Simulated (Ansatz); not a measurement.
# TiH (doublet): wave-function methods side by side at distance Ti1–H2 = 1.757 Å, def2-TZVP

Aim: climb from Hartree-Fock through coupled cluster and multireference methods for TiH (doublet) at one geometry and basis, and see what each rung misses.

Program: Ansatz 0.2.0, Gaussian basis. Level of theory: def2-TZVP, core rule «outside noble gas», up to 9 orbitals frozen. These are calculated values, not measurements.

To be run: UHF; CCSD(T) on ROHF; CCSD(T) on UHF; CISD as a restricted active space (open shells left free, so some higher excitations enter); CCSDT(Q) on ROHF; CCSDT(Q) on UHF; CASSCF and MRCISD+Q, 3 electrons in 3 orbitals; CASSCF and NEVPT2, 3 electrons in 3 orbitals; Full CI.

50 further runs of the same task are left out: 33 for a known fault of the program, 10 that didn't finish, 7 set aside as unsound or not needed. Runs told in other sessions of the task aren't counted.

### Step 1. What is computed

The geometry derives from a PBE0/def2-TZVP stationary point (not a proven minimum). One bond is set to the value named and the two fragments are kept rigid.

2 atoms, charge 0, spin multiplicity 2.

Atoms are counted from 1 here; the program's logs count them from 0.

Bond lengths: Ti1–H2 1.757 Å.

### Step 2. UHF

in.yaml

```yaml
crystal:
  periodic: [false, false, false]
  atoms:
    - {symbol: Ti, position_ang: [0.000000, 0.000000, 0.000000]}
    - {symbol: H, position_ang: [0.000000, 0.000000, 1.756681]}
basis:
  gaussian: {orbitals: def2-TZVP}
magnetization: {spin_polarized: true, initial_magnetization: 1}
hamiltonian: {xc: hf}
output: {orbitals: {seedname: orbitals}}
```

Run with:

```bash
$ ansatz run in.yaml --threads 1 --pin off --events-out ev --progress --plain --max-ram 2393MiB
```

The runs that follow: CCSD(T) on ROHF; CCSD(T) on UHF; CISD as a restricted active space (open shells left free, so some higher excitations enter); CCSDT(Q) on ROHF; CCSDT(Q) on UHF; CASSCF and MRCISD+Q, 3 electrons in 3 orbitals; CASSCF and NEVPT2, 3 electrons in 3 orbitals; Full CI.

Q: Predict the results of all the runs planned. Wanted: FCI from the RHF energy; RMP2 from FCI; RCCSD from FCI; RCCSD(T) from FCI; RCCSDT(Q) from FCI; T1 diagnostic; effectively unpaired electrons.

**Answer**, as computed:

| quantity | value |
| --- | --- |
| FCI from the ROHF energy | -2.9711 eV |
| RMP2 from FCI | +963.4 meV |
| RCCSD from FCI | +162.9 meV |
| RCCSD(T) from FCI | +51.1 meV |
| RCCSDT(Q) from FCI | +1.0 meV |
| levels within 1 kcal/mol (43 meV) | RCCSDT, RCCSDT(Q) |
| T1 diagnostic | 0.089 |
| effectively unpaired electrons | 1.46 |

**Reading.** RCCSD(T) lands +51.1 meV from the yardstick (1.7 % of the correlation energy). The occupations show static correlation (1.46 effectively unpaired electrons where one determinant has 1). These misses are within one basis, not against nature.

With open shells the CI space here admits some higher excitations, so it is larger than plain CISD.
